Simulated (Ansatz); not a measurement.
# CH4BBr (SMILES BCBr): single points off equilibrium

One table from this session's results is given with a row withheld; the runs are named, their logs left out.

Computed with Ansatz 0.2.0, Gaussian basis. Level: single points in def2-TZVPP.

Correlated methods freeze the cores. Filled d shells of the heavier atoms are correlated.

### Where the work starts

SMILES `BCBr`, 7 atoms, charge 0, spin multiplicity 1.

Atoms are counted from 1 here; the program's logs count them from 0.

Bond lengths: B1–C2 1.513 Å, B1–Br3 2.181 Å, B1–H4 1.164 Å, B1–H5 1.215 Å, C2–Br3 1.971 Å, C2–H6 0.848 Å, C2–H7 1.237 Å. Angles: C2–B1–Br3 61.4°, C2–B1–H4 110.6°, C2–B1–H5 124.8°, Br3–B1–H4 110.1°, Br3–B1–H5 109.5°, H4–B1–H5 122.2°, B1–C2–Br3 76.3°, B1–C2–H6 136.0°, B1–C2–H7 112.9°, Br3–C2–H6 114.5°, Br3–C2–H7 98.1°, H6–C2–H7 107.7°, B1–Br3–C2 42.4°.

Geometry (Å):

```
atom    x (Å)    y (Å)    z (Å)
  B1  -0.2652  -0.7316  -0.1807
  C2   0.5260   0.5030   0.1902
 Br3  -1.1707   1.2260  -0.5040
  H4   0.1099  -1.1697  -1.1916
  H5  -0.9511  -1.3738   0.5895
  H6   1.2205   0.8927  -0.1016
  H7   0.3824   0.8290   1.3744
```

Set-up of the first run:

run/in.yaml reads:

```yaml
crystal:
  periodic: [false, false, false]
  atoms:
    - {symbol: B, position_ang: [-0.265200, -0.731600, -0.180700]}
    - {symbol: C, position_ang: [0.526000, 0.503000, 0.190200]}
    - {symbol: Br, position_ang: [-1.170700, 1.226000, -0.504000]}
    - {symbol: H, position_ang: [0.109900, -1.169700, -1.191600]}
    - {symbol: H, position_ang: [-0.951100, -1.373800, 0.589500]}
    - {symbol: H, position_ang: [1.220500, 0.892700, -0.101600]}
    - {symbol: H, position_ang: [0.382400, 0.829000, 1.374400]}
basis:
  gaussian: {orbitals: def2-TZVPP}
correlation: {method: ccsd_t}
output: {forces: true}
```

No record of the launch command was kept for these runs.

Among the steps run: CCSD(T)/def2-TZVPP; PBE0-D4/def2-TZVPP; wB97M-V/def2-TZVPP; r2SCAN-D4/def2-TZVPP; PBE-D4/def2-TZVPP; SPW92/def2-TZVPP; r2SCAN0-D4/def2-TZVPP.

One table of the session follows, with a row left open; its other results are not shown here.

```
    method  RMS force component (eV/Å)  angle to CCSD(T) forces (°)  dipole (D)
   CCSD(T)                       5.645                    reference        1.62
   PBE0-D4                       5.668                          1.2        1.65
   wB97M-V                       5.605                          0.6        1.64
 r2SCAN-D4                           ?                            ?           ?
    PBE-D4                       5.625                          1.7        1.68
     SPW92                       5.710                          3.5        1.69
r2SCAN0-D4                       5.650                          1.2        1.65
```

Q: Estimate the row for r2SCAN-D4 from the others.

The run gave: RMS force component (eV/Å): 5.618; angle to CCSD(T) forces (°): 0.9; dipole (D): 1.66. In the column «RMS force component (eV/Å)» it lies between wB97M-V (5.605) and PBE-D4 (5.625).
